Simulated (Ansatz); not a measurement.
# C3H11BSi: up Jacob's ladder to CCSD(T)

The task here is to estimate one member of a computed series from the others.

The runs use Ansatz 0.2.0, Gaussian basis; functionals in def2-TZVPP, the program's frozen cores in correlated methods.

Plan: PBE-D4, r2SCAN-D4, PBE0-D4, B3LYP-D4, ωB97X-V, ωB97M-V, B2PLYP; CCSD(T)/def2-TZVPP; MP2/def2-QZVPP; extrapolation to the limit.

## Structure used throughout

All runs share one geometry, relaxed beforehand with PBE0-D4 in a triple-zeta def2 set.

SMILES `C[SiH2]B(C)C`, 16 atoms, charge 0, spin multiplicity 1.

Atoms are counted from 1 here; the program's logs count them from 0.

Bond lengths: C1–Si2 1.880 Å, C1–H6 1.092 Å, C1–H7 1.093 Å, C1–H8 1.093 Å, Si2–B3 2.030 Å, Si2–H9 1.498 Å, Si2–H10 1.496 Å, B3–C4 1.562 Å, B3–C5 1.562 Å, C4–H11 1.103 Å, C4–H12 1.094 Å, C4–H13 1.092 Å, C5–H14 1.094 Å, C5–H15 1.103 Å, C5–H16 1.093 Å. Angles: Si2–C1–H6 111.5°, Si2–C1–H7 110.8°, Si2–C1–H8 110.7°, H6–C1–H7 107.9°, H6–C1–H8 108.0°, H7–C1–H8 107.8°, C1–Si2–B3 115.1°, C1–Si2–H9 109.0°, C1–Si2–H10 109.3°, B3–Si2–H9 107.5°, B3–Si2–H10 109.9°, H9–Si2–H10 105.6°, Si2–B3–C4 118.9°, Si2–B3–C5 120.9°, C4–B3–C5 120.1°, B3–C4–H11 104.4°, B3–C4–H12 114.1°, B3–C4–H13 115.8° and more.

Set-up of the first run:

in.yaml reads:

```yaml
crystal:
  periodic: [false, false, false]
  atoms:
    - {symbol: C, position_ang: [-0.216975, 2.428006, -0.492961]}
    - {symbol: Si, position_ang: [0.906471, 1.026685, 0.062918]}
    - {symbol: B, position_ang: [0.027187, -0.801623, 0.142845]}
    - {symbol: C, position_ang: [0.928418, -2.067642, 0.298456]}
    - {symbol: C, position_ang: [-1.526775, -0.949187, 0.075785]}
    - {symbol: H, position_ang: [0.306721, 3.386214, -0.487259]}
    - {symbol: H, position_ang: [-0.584809, 2.251644, -1.506950]}
    - {symbol: H, position_ang: [-1.084231, 2.513441, 0.166618]}
    - {symbol: H, position_ang: [1.430512, 1.335379, 1.431893]}
    - {symbol: H, position_ang: [2.108409, 0.974795, -0.826554]}
    - {symbol: H, position_ang: [1.138792, -2.383381, -0.737108]}
    - {symbol: H, position_ang: [0.428589, -2.916202, 0.775538]}
    - {symbol: H, position_ang: [1.903046, -1.903653, 0.763149]}
    - {symbol: H, position_ang: [-1.877629, -1.952421, -0.183218]}
    - {symbol: H, position_ang: [-1.873303, -0.756589, 1.104867]}
    - {symbol: H, position_ang: [-2.037322, -0.207968, -0.543820]}
basis:
  gaussian: {orbitals: def2-TZVPP}
hamiltonian: {xc: pbe, dispersion: d4}
output: {forces: true, orbitals: {seedname: orbitals}}
```

Command:

```
ansatz run in.yaml --threads 4 --pin off --events-out ev --progress --plain --max-ram 10444MiB
```

Among the steps run: PBE-D4 (GGA); r2SCAN-D4 (meta-GGA); PBE0-D4 (hybrid); B3LYP-D4 (hybrid); ωB97X-V (range-separated); ωB97M-V (range-separated); B2PLYP (double hybrid); CCSD(T) in def2-TZVPP; MP2 in def2-QZVPP.

One table of the session follows, with a row left open; its other results are not shown here.

It belongs to the step «Atomisation energies». 

```
            method  atomisation energy (kcal/mol)
            PBE-D4                         1420.1
         r2SCAN-D4                         1412.2
           PBE0-D4                         1411.3
          B3LYP-D4                         1409.9
           ωB97X-V                         1410.3
           ωB97M-V                         1410.3
            B2PLYP                         1393.0
     HF/def2-TZVPP                         1088.5
    MP2/def2-TZVPP                         1380.3
   CCSD/def2-TZVPP                              ?
CCSD(T)/def2-TZVPP                         1375.3
           MP2/CBS                         1408.7
       CCSD(T)/CBS                         1403.7
```

**Question.** Estimate the row for CCSD/def2-TZVPP.

The run gave: atomisation energy (kcal/mol): 1361.9. In the column «atomisation energy (kcal/mol)» it lies between HF/def2-TZVPP (1088.5) and CCSD(T)/def2-TZVPP (1375.3).

Caveats from the session: Free atoms (3 C, 1 Si, 1 B, 11 H) were run apart at each level; the atomisation energy is their sum less the molecule, without zero-point or spin-orbit terms.
